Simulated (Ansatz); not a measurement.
**AlGaCl (doublet): wave-function methods side by side, cc-pVDZ**

An exercise on one series of results from a longer session: the logs are not shown, and one member is left open.

Method: cc-pVDZ, core rule «outside noble gas», up to 24 orbitals frozen; program: Ansatz 0.2.0, Gaussian basis.

Plan: UHF; CCSD(T) on ROHF; CCSD(T) on UHF; BCCD(T) on ROHF; CISD; CCSDT(Q) on ROHF; CCSDT(Q) on UHF.

36 further runs of the same task are left out: 11 for a known fault of the program, 13 that didn't finish, 12 set aside as unsound or not needed.

### The geometry

The geometry is a PBE0/def2-TZVP stationary point (not a proven minimum) of the parent state, kept for this charge and spin. No spin-orbit coupling is included. The filled d shell of Ga may be among the frozen orbitals whatever the setting's name suggests; the logs give the count.

3 atoms, charge 0, spin multiplicity 2.

Atoms are counted from 1 here; the program's logs count them from 0.

Bond lengths: Cl1–Al2 2.091 Å, Al2–Ga3 2.316 Å. Angles: Cl1–Al2–Ga3 180.0°.

Set-up of the first run:

Input file in.yaml:

```yaml
crystal:
  periodic: [false, false, false]
  atoms:
    - {symbol: Cl, position_ang: [0.000000, 0.000000, -2.166000]}
    - {symbol: Al, position_ang: [0.000000, 0.000000, -0.075200]}
    - {symbol: Ga, position_ang: [0.000000, 0.000000, 2.241200]}
basis:
  gaussian: {orbitals: cc-pVDZ}
magnetization: {spin_polarized: true, initial_magnetization: 1}
hamiltonian: {xc: hf}
output: {orbitals: {seedname: orbitals}}
```

The run is started by

```
ansatz run in.yaml --threads 1 --pin off --events-out ev --progress --plain --max-ram 2393MiB
```

Among the steps run: UHF; CCSD(T) on ROHF; CCSD(T) on UHF; BCCD(T) on ROHF; CISD; CCSDT(Q) on ROHF; CCSDT(Q) on UHF.

One of the session's tables, all rows but one given; the rest of the session is left out.

```
   method  from UCCSDT(Q) (meV)
     ROHF               +7247.2
      UHF               +7108.2
     RMP2               +1184.3
     UMP2               +1344.1
     CISD                +997.7
    RCCSD                +260.7
    UCCSD                     ?
 RCCSD(T)                 +50.7
 UCCSD(T)                 +64.7
  BCCD(T)                 +49.6
   RCCSDT                 +14.9
   UCCSDT                 +20.0
RCCSDT(Q)                  -2.3
UCCSDT(Q)                     0
```

Estimate the missing values for UCCSD.

**Answer.** from UCCSDT(Q) (meV): +280.2. In the column «from UCCSDT(Q) (meV)» it lies between RCCSD (+260.7) and CISD (+997.7).

Limits of these values: Restricted and unrestricted rows rest on different reference determinants; where their highest levels disagree by more than a few hundredths of an eV, they describe different states and don't form one ladder.
